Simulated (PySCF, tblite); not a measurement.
**C₆H₉NSi: geometry, infrared bands and NMR shifts**

Wanted: the infrared bands and NMR shifts of C₆H₉NSi (`N[SiH2]C1=C[C@@H]2C=C[C@H]12`), by calculation.

The runs use tblite 0.8.0 and PySCF 2.14.0, with density-fitted response routines of our own; the level of theory stands in each step. All values are computed, except where a source is named. Atoms count from 0, in the outputs and in this text.

### Step 1. The molecule as given

17 atoms, charge 0, multiplicity 1; geometry from: force field or distance geometry start.

Bonds of the start (Å): N0–Si1 1.78, Si1–C2 1.84, C2–C3 1.33, C3–C4 1.45, C4–C5 1.45, C5–C6 1.32, C6–C7 1.45, C7–C2 1.45, C7–C4 1.47, N0–H8 1.05, N0–H9 1.04, Si1–H10 1.48, Si1–H11 1.46, C3–H12 1.10, C4–H13 1.11, C5–H14 1.09, C6–H15 1.11, C7–H16 1.10.

### Step 2. Optimising the geometry with GFN2-xTB

Job settings and geometry (Å):

```
{"job": {"kind": "relax", "xc": "GFN2-xTB", "basis": "xTB"}, "charge": 0, "multiplicity": 1}
N      3.031200     0.336000     0.687200
Si     1.864300    -0.789900    -0.037200
C      0.221100     0.005900    -0.297600
C     -0.263000     1.214800    -0.015700
C     -1.555400     0.872800    -0.582500
C     -2.553900     0.199600     0.224400
C     -2.069600    -0.996400    -0.064200
C     -1.014300    -0.457200    -0.905700
H      2.784000     1.325100     0.431400
H      3.949800     0.133200     0.250700
H      2.358600    -1.094400    -1.397300
H      1.714300    -2.046600     0.691700
H      0.188300     2.073100     0.495900
H     -1.909500     1.500400    -1.429800
H     -3.384200     0.522600     0.851600
H     -2.377500    -2.013800     0.257500
H     -0.991400    -0.773500    -1.962100
```

Run with:

```sh
OMP_NUM_THREADS=1 python probes_run.py task.json out
```

This one command runs all jobs of the session in turn.

**Question.** This job is followed by: GFN2-xTB harmonic vibrations, gas phase; GIAO PBE0/pcSseg-1 NMR shielding, non-relativistic, gas phase. Predict these results of the whole session: strongest single infrared mode (GFN2-xTB); zero-point energy (GFN2-xTB); ¹³C shifts against TMS (PBE0/pcSseg-1); ¹H shifts against TMS (PBE0/pcSseg-1, means over atoms taken as alike); ¹⁵N shifts against NH3 (PBE0/pcSseg-1); ²⁹Si shifts against TMS (PBE0/pcSseg-1).

The runs gave:

| quantity | value |
| --- | --- |
| strongest single infrared mode (GFN2-xTB) | 2134 cm⁻¹, 408 km/mol |
| zero-point energy (GFN2-xTB) | 80.2 kcal/mol |
| ¹³C shifts against TMS (PBE0/pcSseg-1) | 167.8, 165.1, 154.6, 153.4, 56.1, 54.9 ppm |
| ¹H shifts against TMS (PBE0/pcSseg-1, means over atoms taken as alike) | 7.64, 6.99, 6.94, 5.24, 4.95, 4.15, 4.07, -0.01 ppm |
| ¹⁵N shifts against NH3 (PBE0/pcSseg-1) | 0.5 ppm |
| ²⁹Si shifts against TMS (PBE0/pcSseg-1) | -49.2 ppm |

What this shows: The optimisation took 76 steps and gained 0.759 eV; among the close pairs (by a distance rule), C4–C7 changed most, from 1.472 to 1.554 Å. All 45 modes are real, so the xTB geometry is a minimum. The strongest single mode, at 2134 cm⁻¹, moves mainly H10. Unscaled tight-binding wavenumbers are off by several per cent, some by more. Its intensities can rank the bands wrongly. At PBE0/pcSseg-1: Shielding is most anisotropic at C3 (span 269 ppm, paramagnetic term -232 ppm).
